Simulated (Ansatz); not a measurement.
## Mg₃TiO₄, space group Pm-3m: a single point from a YAML input

Program: the Python package of Ansatz (0.2.0).

The script, `mg3tio4.py`:
```python
"""Mg3TiO4 from YAML text."""

import ansatz as az
import numpy as np

INPUT = """
crystal:
  lattice:
    - [4.313659, 0.0, 0.0]
    - [0.0, 4.313659, 0.0]
    - [0.0, 0.0, 4.313659]
  atoms:
    - { symbol: Mg, position: [0.0, 0.5, 0.5] }
    - { symbol: Mg, position: [0.5, 0.0, 0.5] }
    - { symbol: Mg, position: [0.5, 0.5, 0.0] }
    - { symbol: Ti, position: [0.0, 0.0, 0.0] }
    - { symbol: O, position: [0.5, 0.0, 0.0] }
    - { symbol: O, position: [0.5, 0.5, 0.5] }
    - { symbol: O, position: [0.0, 0.0, 0.5] }
    - { symbol: O, position: [0.0, 0.5, 0.0] }
kpoints:
  mp_grid: { kspacing: 0.3 }
hamiltonian:
  xc: pbe
scf:
  occupations: { method: cold, width: 0.15 }
basis:
  ecutwfc: "510 eV"
output:
  forces: true
  stress: true
"""


def main() -> None:
    res = az.Session.from_yaml(INPUT).plan(threads=1).execute()
    report = res.report

    energy = report["free_energy_ev"]
    print("Mg3TiO4: {:.6f} eV = {:.6f} Ry = {:.6f} Ha".format(energy, energy / 13.605693, energy / 27.211386))
    print("Fermi level {:.4f} eV, {} k-points, {} symmetry operations".format(report["fermi_energy_ev"], report["n_kpoints"], report["n_symmetry_ops"]))

    # forces in eV per angstrom
    forces = np.array(report["forces_ev_ang"])
    norms = np.linalg.norm(forces, axis=1)
    print("largest force {:.4f} eV/A on atom {}".format(norms.max(), norms.argmax()))
    print(np.array2string(forces, precision=4, suppress_small=True))

    print("doubts on the final state:", report["published_state_doubts"] or "none")
    print("warnings:", sorted({n["data"]["kind"] for n in res.notices if n["data"].get("severity") in ("warning", "doubt")}) or "none")

    print("energy terms (eV)")
    for term, value in report["components"].items():
        if abs(value) > 1e-9:
            print(f"  {term:26s} {value:16.5f}")


if __name__ == "__main__":
    main()
```

```console
$ python mg3tio4.py
Mg3TiO4: -10550.403572 eV = -775.440367 Ry = -387.720183 Ha
Fermi level 13.4934 eV, 10 k-points, 48 symmetry operations
largest force 0.0000 eV/A on atom 2
[[ 0. -0. -0.]
 [ 0. -0.  0.]
 [ 0. -0.  0.]
 [-0. -0.  0.]
 [-0. -0.  0.]
 [ 0. -0.  0.]
 [ 0.  0. -0.]
 [ 0.  0.  0.]]
doubts on the final state: none
warnings: none
energy terms (eV)
  e_band                          -1031.95420
  e_kinetic                        1212.53460
  e_local                         -5889.16449
  e_nonlocal                        487.20694
  e_hartree                        2087.40406
  e_xc                             -485.84691
  e_vxc                            -619.31085
  e_paw                           -2557.84372
  e_vpaw                           -398.04465
  e_augmentation_tail                 0.00335
  e_ewald                         -5404.69029
  e_smearing                         -0.00711
```

Notes:
- Absolute energies stand on the zero of these potentials, so only differences at equal settings mean something. A total without «per atom» is that of the cell as typed.
- No spin polarisation was allowed.
- The energy terms are those on the plane-wave grid, with the one-centre PAW part apart; e_band, e_vxc and e_vpaw aren't summands of the total.
- For a metal this k-point mesh is coarse: on a finer one energies can move by several to tens of meV an atom and pressures by half a GPa or more, differences at one mesh by less.
- The zero of the levels is a convention of the potentials, so an absolute Fermi energy is no work function.
- The structure comes from a database of computed cells and needn't be a stable or known phase.
- Gaps and levels are Kohn-Sham values on a finite set of k-points.
- The whole script took 2.1 s on 1 thread of Arm Neoverse V2, on a shared host, peak memory 0.41 GiB.

(Lines on the test bed's own set-up are left out of the output.)
